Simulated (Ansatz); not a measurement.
**GeH6OS: search for a transition state**

Wanted: the transition state of a four-centre ligand exchange (form Ge1–O7, S2–H6 and break Ge1–S2, H6–O7). The guess is relaxed with those distances held, a saddle search follows, and vibrations and two downhill relaxations check it.

The runs use Ansatz 0.2.0, Gaussian basis; PBE0-D4, def2-SVP first, then def2-TZVP.

31 further runs of the same task are left out: 31 set aside as unsound or not needed.

**1. Where the work starts**

The guess: 9 atoms, charge 0, spin multiplicity 1.

Atoms are counted from 1 here; the program's logs count them from 0.

Bond lengths: Ge1–S2 2.627 Å, Ge1–H3 1.507 Å, Ge1–H4 1.546 Å, Ge1–H5 1.496 Å, Ge1–O7 2.179 Å, S2–H8 1.332 Å, H6–O7 1.270 Å, O7–H9 0.957 Å. Angles: S2–Ge1–H3 111.9°, S2–Ge1–H4 89.8°, S2–Ge1–H5 119.5°, S2–Ge1–O7 71.6°, H3–Ge1–H4 104.8°, H3–Ge1–H5 119.4°, H3–Ge1–O7 87.6°, H4–Ge1–H5 105.2°, H4–Ge1–O7 160.6°, H5–Ge1–O7 80.5°, Ge1–S2–H8 90.7°, Ge1–O7–H6 88.2°, Ge1–O7–H9 131.9°, H6–O7–H9 109.1°.

Coordinates:

```
Ge   -0.61880    0.83400    0.09120
S     0.56480   -0.96720    1.59310
H     0.37350    1.64280   -0.70430
H    -0.90530    1.68610    1.34890
H    -1.96220    0.53690   -0.49550
H     0.34690   -1.44850   -0.11990
O    -0.09530   -0.87080   -1.16080
H     1.75600   -0.44040    1.31650
H     0.54040   -0.97290   -1.86920
```

Distances that are to change: Ge1–O7 2.18 Å, S2–H6 1.79 Å, Ge1–S2 2.63 Å, H6–O7 1.27 Å.

**2. Relaxing the guess with the reacting distances held**

hold/in.yaml

```yaml
crystal:
  periodic: [false, false, false]
  atoms:
    - {symbol: Ge, position_ang: [-0.618800, 0.834000, 0.091200]}
    - {symbol: S, position_ang: [0.564800, -0.967200, 1.593100]}
    - {symbol: H, position_ang: [0.373500, 1.642800, -0.704300]}
    - {symbol: H, position_ang: [-0.905300, 1.686100, 1.348900]}
    - {symbol: H, position_ang: [-1.962200, 0.536900, -0.495500]}
    - {symbol: H, position_ang: [0.346900, -1.448500, -0.119900]}
    - {symbol: O, position_ang: [-0.095300, -0.870800, -1.160800]}
    - {symbol: H, position_ang: [1.756000, -0.440400, 1.316500]}
    - {symbol: H, position_ang: [0.540400, -0.972900, -1.869200]}
basis:
  gaussian: {orbitals: def2-SVP}
hamiltonian: {xc: pbe0, dispersion: d4}
relax: {f_tol: 0.08, max_steps: 120, escape_saddle: false, constraints: [{distance: [0, 6]}, {distance: [1, 5]}, {distance: [0, 1]}, {distance: [5, 6]}]}
```

The command line of these runs was not kept.

Further steps of the session: A starting Hessian; Saddle search in the small basis; Saddle search in triple zeta; Checking the order of the point; Relaxing after a step of 0.30 Å one way along the mode; Relaxing after a step of 0.30 Å the other way along the mode.

What does the calculation give? Wanted: imaginary mode; barrier from the start side; barrier from the end side; energy of the step; pairs that change; zero-point energy at the saddle.

**Answer**, as computed:

| quantity | value |
| --- | --- |
| imaginary mode | 286i cm⁻¹ |
| barrier from the start side | 125.2 kJ/mol |
| barrier from the end side | 94.7 kJ/mol |
| energy of the step | +30.4 kJ/mol |
| pairs that change | Ge1–O7 formed, S2–H6 formed, Ge1–S2 broken, H6–O7 broken |
| zero-point energy at the saddle | 1.490 eV |

What this shows: One imaginary mode, 286i cm⁻¹, makes this a first-order saddle. The two relaxations end on the structures that were planned. At PBE0-D4/def2-TZVP the electronic barrier is 125.2 kJ/mol, about 50 kT at 298 K, and the step runs 30.4 kJ/mol uphill. A step off the saddle overshot and began above it in energy, so the link to its end is likely but not proven.
